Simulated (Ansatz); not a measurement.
# VH2SClO2 (SMILES [OH][V]([OH])(=[S])[Cl]): r2SCANh/def2-SV(P)

Aim: the vertical singlet–triplet gap of VH2SClO2 at r2SCANh/def2-SV(P), from 2 runs. 

The results are computed with Ansatz 0.2.0.

2 further runs of the same task are left out: 1 that didn't finish, 1 set aside as unsound or not needed.

**1. Starting point**

The species is VH2SClO2 (7 atoms), meant as a singlet with charge 0. SMILES: `[OH][V]([OH])(=[S])[Cl]`. The coordinates come from a PBE0-D4/def2-TZVP relaxation. This is one conformer, not always the lowest.

Bond lengths: O1–V2 1.741 Å, V2–O3 1.741 Å, V2–S4 1.993 Å, V2–Cl5 2.153 Å, O1–H6 0.962 Å, O3–H7 0.961 Å. Angles: O1–V2–O3 109.3°, O1–V2–S4 110.0°, O1–V2–Cl5 109.6°, O3–V2–S4 110.0°, O3–V2–Cl5 109.6°, S4–V2–Cl5 108.4°, V2–O1–H6 124.1°, V2–O3–H7 124.1°.

**2. Energy and forces at r2SCANh/def2-SV(P)**

The input, run.yaml:

```yaml
crystal:
  periodic: [false, false, false]
  atoms:
    - symbol: O
      position_ang: [-1.183700, 0.544400, 0.978100]
    - symbol: V
      position_ang: [0.053000, 0.153600, -0.183600]
    - symbol: O
      position_ang: [1.426600, -0.522600, 0.645600]
    - symbol: S
      position_ang: [-0.649900, -1.150700, -1.515900]
    - symbol: Cl
      position_ang: [0.649300, 1.938700, -1.230200]
    - symbol: H
      position_ang: [-2.108400, 0.298400, 0.883600]
    - symbol: H
      position_ang: [1.874400, -1.329800, 0.376700]
basis:
  gaussian:
    orbitals: def2-SV_P_.json
hamiltonian:
  xc: {name: r2SCANh}
accuracy: high
output: {forces: true}
```

The basis set def2-SV(P) is read from a file made from the Basis Set Exchange's data (not shown).

On the command line:

```
$ ansatz run run.yaml --threads 1 --pin off --max-ram 2610MiB --events-out events.jsonl --progress --plain --runs-dir runs
```

Standard output:

```text
Warning: RAYON_NUM_THREADS=1 ignored (pool sized by the plan → 1); use --threads N
Functional definition: r2SCANh
  name "r2SCANh"
  parameter a = 0.1
  parameter k0 = 0.174
  parameter k1 = 0.065
  parameter a1 = 4.9479
  exchange = (1 - a)*r2scan_x(k0 = k0, k1 = k1, a1 = a1) + a*exact_x
  correlation = r2scan_c
2069 factors; integrals over basis functions are off by at most 1.5e-8 eV
mean field evaluation 1: about -53148.2123 eV, gradient 7.2e1 eV
mean field evaluation 2: about -52827.7597 eV, gradient 3.9e2 eV
mean field evaluation 4: about -53087.7785 eV, gradient 2.0e2 eV
mean field evaluation 8: about -53157.7708 eV, gradient 6.0e-1 eV
mean field evaluation 16: about -53157.7728 eV, gradient 1.7e-8 eV
mean field -53157.77279153 eV, -1953.5121184562 hartree, gradient 1.7e-8 eV, S^2 0.000000; 0 other end points of the search recorded, 0 dependent functions left out
the calculation of the forces begins
reference -53157.77279398 eV, -1953.5121185463 hartree; 37, 37 occupied and 55, 55 virtual orbitals, 2069 factors
Total energy: -53157.77279398 eV, -1953.5121185463 hartree
Atom 0 at    -1.183700     0.544400     0.978100 Å, force     0.411771     0.085366     0.040005 eV/Å
Atom 1 at     0.053000     0.153600    -0.183600 Å, force     0.091628     0.141256     0.269341 eV/Å
Atom 2 at     1.426600    -0.522600     0.645600 Å, force    -0.217521     0.344645     0.121102 eV/Å
Atom 3 at    -0.649900    -1.150700    -1.515900 Å, force    -0.123196    -0.245257    -0.180364 eV/Å
Atom 4 at     0.649300     1.938700    -1.230200 Å, force     0.064673     0.188665    -0.098212 eV/Å
Atom 5 at    -2.108400     0.298400     0.883600 Å, force    -0.466657    -0.112054    -0.030640 eV/Å
Atom 6 at     1.874400    -1.329800     0.376700 Å, force     0.239302    -0.402620    -0.121233 eV/Å
Dipole moment:    -0.169057    -0.453261     0.127138 e Å
```

It took 34 s on 1 thread of Intel Xeon Platinum 8259CL at 2.50GHz (Skylake/Cascade Lake), shared host; peak memory 0.5 GiB.

**3. The triplet, same level**

Changes to run.yaml since step 2:

```diff
@@ -20,2 +20,5 @@
     orbitals: def2-SV_P_.json
+magnetization:
+  spin_polarized: true
+  initial_magnetization: 2
 hamiltonian:
```

The basis set def2-SV(P) is read from a file made from the Basis Set Exchange's data (not shown).

On the command line:

```
$ ansatz run run.yaml --threads 1 --pin off --max-ram 2610MiB --events-out events.jsonl --progress --plain --runs-dir runs
```

Standard output:

```text
Warning: RAYON_NUM_THREADS=1 ignored (pool sized by the plan → 1); use --threads N
[... 8 set-up lines as earlier in the session ...]
2069 factors; integrals over basis functions are off by at most 1.5e-8 eV
mean field evaluation 1: about -53143.9681 eV, gradient 5.3e1 eV
mean field evaluation 2: about -53065.4340 eV, gradient 1.4e2 eV
mean field evaluation 4: about -53145.2057 eV, gradient 5.1e1 eV
mean field evaluation 8: about -53155.2573 eV, gradient 1.1e0 eV
mean field evaluation 16: about -53155.4783 eV, gradient 9.5e-1 eV
mean field evaluation 32: about -53154.7583 eV, gradient 5.0e0 eV
mean field -53155.59542975 eV, -1953.4321018866 hartree, gradient 4.2e-8 eV, S^2 2.010165; 7 other end points of the search recorded, 0 dependent functions left out
the calculation of the forces begins
reference -53155.59543847 eV, -1953.4321022071 hartree; 38, 36 occupied and 54, 56 virtual orbitals, 2069 factors
Total energy: -53155.59543847 eV, -1953.4321022071 hartree
Atom 0 at    -1.183700     0.544400     0.978100 Å, force    -0.209834    -0.309020     0.263612 eV/Å
Atom 1 at     0.053000     0.153600    -0.183600 Å, force     2.206744     4.016834     4.437636 eV/Å
Atom 2 at     1.426600    -0.522600     0.645600 Å, force    -0.012499    -0.387735     0.239537 eV/Å
Atom 3 at    -0.649900    -1.150700    -1.515900 Å, force    -1.950384    -3.569080    -3.857264 eV/Å
Atom 4 at     0.649300     1.938700    -1.230200 Å, force     0.021234     0.304122    -0.809112 eV/Å
Atom 5 at    -2.108400     0.298400     0.883600 Å, force    -0.540849     0.183195    -0.071562 eV/Å
Atom 6 at     1.874400    -1.329800     0.376700 Å, force     0.485589    -0.238316    -0.202847 eV/Å
Dipole moment:    -0.216712    -0.524434    -0.018536 e Å
```

Run time: 2.2 min. Hardware: 1 thread of Intel Xeon Platinum 8259CL at 2.50GHz (Skylake/Cascade Lake), shared host; peak memory 0.93 GiB.

**4. Outcome**

At r2SCANh/def2-SV(P):

| quantity | value |
| --- | --- |
| singlet: total energy | -1953.51212 Eh |
| singlet: dipole moment | 2.40 D |
| singlet: largest force on an atom | 0.484 eV/Å |
| triplet: total energy | -1953.43210 Eh |
| triplet: dipole moment | 2.73 D |
| triplet: ⟨S²⟩ | 2.010 |
| triplet: largest force on an atom | 6.379 eV/Å |
| vertical energy of the triplet above the singlet | 2.177 eV |

In words: At this shape the triplet lies 2.18 eV (50 kcal/mol) above the singlet. The largest force (singlet) is 0.48 eV/Å: the shape isn't a stationary point for this species at this level. Mulliken charges (triplet) run from -0.62 on O3 to +0.87 on V2.
